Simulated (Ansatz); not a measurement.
Run this with Ansatz's Python interface and show what comes out.

`lah3.py`
```python
"""What spin-orbit coupling does to the bands of LaH3."""

import warnings

import ansatz

warnings.simplefilter("ignore", ansatz.DeckWarning)

cell = (
    ansatz.Lattice.from_parameters(3.754136, 3.754136, 6.111718, alpha=90, beta=90, gamma=90)
    .space_group(139, hermann_mauguin="I4/mmm")
    .atom("La", (0.0, 0.0, 0.0))
    .atom("H", (0.0, 0.5, 0.25))
    .atom("H", (0.5, 0.5, 0.0))
    .primitive()
)

calc = (
    cell.calculation()
    .occupations("Fermi-Dirac")
    .mixing("broyden")
    .kpoints(mesh=(5, 5, 5), center="monkhorst-pack")
    .basis(470)
    .functional(ansatz.Functional.LDA)
    .band_table()
)
for label, variant in (("scalar-relativistic", calc), ("spin-orbit", calc.spin(soc=True))):
    summary = variant.run(threads=1).report
    zero = summary["band_edges_ev"][0] if summary.get("band_edges_ev") else summary["fermi_energy_ev"]
    near = [round(e - zero, 3) for e in summary["eigenvalues_ev"][0] if abs(e - zero) < 4]
    print(label)
    print("  band edges (eV):", [round(e, 3) for e in summary.get("band_edges_ev") or []] or "none reported")
    print("  levels at k =", summary["kpoints_frac"][0], "within 4 eV of the zero:", near)
```

```console
$ python lah3.py
scalar-relativistic
  band edges (eV): none reported
  levels at k = [0.0, 0.0, 0.0] within 4 eV of the zero: [-2.133, -0.043, 0.28, 1.327, 1.327, 1.566]
spin-orbit
  band edges (eV): none reported
  levels at k = [0.0, 0.0, 0.0] within 4 eV of the zero: [-2.128, -2.128, -0.043, -0.043, 0.28, 0.28, 1.296, 1.296, 1.366, 1.366, 1.572, 1.572]
```

The settings weren't tested for convergence. The computed bands are complete only to about 1.6 eV above the Fermi level. Semilocal functionals put the empty 4f levels of La too low, which can move the conduction edge. The structure comes from a database of computed cells and needn't be a stable or known phase. Levels are Kohn-Sham eigenvalues on this mesh. With spin-orbit coupling each level holds one electron and, with inversion or at time-reversal points, comes in pairs; a window in energy can cut a split set. It ran for 5.9 s on 1 thread of Intel(R) Xeon(R) Platinum 8259CL CPU @ 2.50GHz (Skylake/Cascade Lake), with other jobs on the host, peak memory 0.52 GiB.
